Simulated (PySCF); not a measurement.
# F4Rh (RhF4): the cost of one run

Programs: PySCF 2.14.0, with routines of our own; each step states its level. All values are computed. Atoms count from 0.

## 1. The system as given

5 atoms, charge 0, states of the metal's open shell are computed; geometry from: model geometry, bond lengths from ionic radii.

## 2. Ligand-field states: state-averaged CASSCF

The job: settings as JSON, then the geometry in Å.

```
{"job": {"kind": "lf", "basis": {"metal": "x2c-TZVPall", "ligand": "x2c-SVPall"}, "nevpt": true}, "charge": 0, "metal": "Rh", "open_shell": "d5"}
Rh     0.000000     0.000000     0.000000
F      1.027683     1.027683     1.027684
F     -1.027683    -1.027683     1.027684
F     -1.027683     1.027683    -1.027684
F      1.027683    -1.027683    -1.027684
```

Method: state-averaged CASSCF of the metal d shell, SC-NEVPT2 on the averaged canonical orbitals, state-interaction spin-orbit coupling.

Started as:

```console
$ OMP_NUM_THREADS=1 python lf_run.py task.json out
```

One launch serves the whole session: the jobs run in the order shown.

Q: Estimate the wall time and peak memory of this first job on 1 thread of Arm Neoverse V2, shared host.

About 12 s, with a peak of 0.31 GiB.
